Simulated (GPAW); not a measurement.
Wanted: an ASE script for a GPAW 26.7.0 run.

* Task: magnons
* Functional: LDA
* Potentials or basis: the program's PAW data sets (release 1.2.1) made for this functional
* Cutoff: 550 eV
* Basis: pw
* k mesh: 9 × 9 × 9
* Occupations: fermi-dirac, width 0.05 eV
* Spin: collinear spin, ferromagnetic start
* Starting moments: [3.0, 0.0] μB
* Lines: 2
* Response ecut: 150 eV
* Maxiter: 150
* Response k mesh: 8 × 8 × 8
* Response bands: 26
* Sites: [0]
* Site radius: 0.992

The structure of CoO lies in CoO.xyz:

```xyz
2
Lattice="0.0000000000 2.0879894168 2.0879894168 2.0879894168 0.0000000000 2.0879894168 2.0879894168 2.0879894168 0.0000000000" Properties=species:S:1:pos:R:3 pbc="T T T"
Co     0.0000000000      0.0000000000      0.0000000000
O      2.0879894168      2.0879894168      2.0879894168
```

The input as run:

run.py

```python
import numpy as np
from ase.dft.bandgap import bandgap
from ase.io import read, write
from gpaw import GPAW, PW
from gpaw.response import ResponseContext, ResponseGroundStateAdapter
from gpaw.response.chiks import ChiKSCalculator
from gpaw.response.heisenberg import calculate_fm_magnon_energies
from gpaw.response.localft import LocalFTCalculator
from gpaw.response.mft import IsotropicExchangeCalculator
from gpaw.response.site_kernels import SphericalSiteKernels

atoms = read('CoO.xyz')
atoms.set_initial_magnetic_moments([3.0, 0.0])

calc = GPAW(mode=PW(550),
            xc='LDA',
            kpts={'size': (9, 9, 9), 'gamma': True},
            occupations={'name': 'fermi-dirac', 'width': 0.05},
            nbands=17,
            convergence={'density': 0.0001},
            maxiter=150,
            txt='gpaw.txt')
atoms.calc = calc
energy = atoms.get_potential_energy()
calc.write('gs.gpw')
write('result.traj', atoms)
print(f'Energy: {energy:.6f} eV')
print('Moments:', calc.get_magnetic_moments().round(3))
print('Fermi level:', round(calc.get_fermi_level(), 4), 'eV')
print(f'Gap: {bandgap(calc)[0]:.4f} eV, direct: {bandgap(calc, direct=True)[0]:.4f} eV')

dense = calc.fixed_density(kpts={'size': (8, 8, 8), 'gamma': True},
                           nbands=32, convergence={'bands': 26, 'eigenstates': 1e-12},
                           update_fermi_level=True, maxiter=300, txt='dense.txt')
dense.write('dense.gpw', mode='all')

sites = [0]
moments = calc.get_magnetic_moments()[sites]
q_qc = np.array([[0.0, 0.0, 0.0], [0.125, 0.0, 0.0], [0.25, 0.0, 0.0], [0.5, 0.0, 0.0], [0.125, 0.125, 0.0], [0.25, 0.25, 0.0], [0.5, 0.5, 0.0]])
gs = ResponseGroundStateAdapter.from_gpw_file('dense.gpw')
context = ResponseContext(txt='mft.txt')
chiks = ChiKSCalculator(gs, context, ecut=150, nbands=26, gammacentered=True)
exchange = IsotropicExchangeCalculator(chiks, LocalFTCalculator.from_rshe_parameters(gs, context))
kernels = SphericalSiteKernels(atoms.positions[sites], [[0.992] * len(sites)])
J_qab = np.array([exchange(q_c, kernels)[..., 0] for q_c in q_qc])
E_qn = calculate_fm_magnon_energies(J_qab, q_qc, moments)
np.savetxt('exchange.dat', np.c_[q_qc, 1000 * J_qab.real.reshape((len(q_qc), -1))], fmt='%.4f')
np.savetxt('magnons.dat', np.c_[q_qc, 1000 * E_qn.real], fmt='%.4f')
for q_c, E_n in zip(q_qc, E_qn):
    print(q_c.round(4), 'magnon energies (meV):', (1000 * E_n.real).round(2))
```

Potentials or basis: the program's PAW data sets (release 1.2.1) made for this functional, pw.

Run with:

```console
$ OMP_NUM_THREADS=1 python run.py
```

It gave:

```json
{"Band gap on the k mesh": "none (metal or under the smearing width)", "Net moment": "2.69 μB per cell", "Site moments": "Co +2.32; O +0.22 μB"}
```

Caveat: the number of bands moves the energies at small q by some ten meV; the exchange constants hang on this mesh and on the site radius; magnon energies are noisy on this mesh; a cell with one magnetic atom can't hold antiferromagnetic order, which such compounds often take; semilocal functionals often make such compounds metallic where correlation or magnetic order opens a gap, which also shifts bond lengths.

Wall time 62 s on 1 thread of Arm Neoverse V2, on a shared host, peak memory 0.3 GiB.
